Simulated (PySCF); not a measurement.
# CHBiN (Bi(HCN)3+): the cost of one run

Program: PySCF 2.14.0. Level of theory: PBE0, Bi def2-SVP with ECP60, N def2-SVP, C def2-SVP, H def2-SVP; scalar-relativistic core potentials, no spin–orbit coupling. These are calculated values, not measurements.

1 further run of the same task is left out (for a known fault of the program).

## (1) The system as given

4 atoms, charge 3, spin multiplicity 1.

Bond lengths: Bi1–N2 2.177 Å, N2–C3 1.170 Å, C3–H4 1.125 Å. Angles: Bi1–N2–C3 180.0°, N2–C3–H4 180.0°.

Geometry (Å):

```xyz
4

Bi    0.0000    0.0000   -0.2205
N     0.0000    0.0000    1.9570
C     0.0000    0.0000    3.1270
H     0.0000    0.0000    4.2520
```

Formal oxidation states: Bi +3. An earlier session relaxed this geometry at PBE0, Bi def2-SVP with ECP60, N def2-SVP, C def2-SVP, H def2-SVP (singlet, point group C∞v).

Its energy there is -306.339193 Eh.

## (2) One electron removed, multiplicity 2

File run.py (the lines that set the calculation):

```python
mol = gto.M(atom='''
Bi     0.00000     0.00000    -0.22050
N      0.00000     0.00000     1.95697
C      0.00000     0.00000     3.12697
H      0.00000     0.00000     4.25205''',
    basis={'Bi': 'def2-SVP', 'N': 'def2-SVP', 'C': 'def2-SVP', 'H': 'def2-SVP'},
    ecp={'Bi': 'def2-SVP'},
    charge=4, spin=1)
mf = dft.UKS(mol, xc='PBE0')
mf.grids.atom_grid = (50, 194)
mf = mf.density_fit()  # fitting sets: Bi def2-universal-JKFIT, N def2-universal-JKFIT, C def2-universal-JKFIT, H def2-universal-JKFIT
mf.conv_tol = 1e-08; mf.max_cycle = 55
mf.kernel(dm0)  # dm0: the density of the relaxed state
```

Started as:

```sh
> OMP_NUM_THREADS=2 python run.py
```

**Question.** How long does this run take on 2 threads of Intel Xeon at 2.50GHz (Skylake/Cascade Lake), shared host?

About 2.6 s.
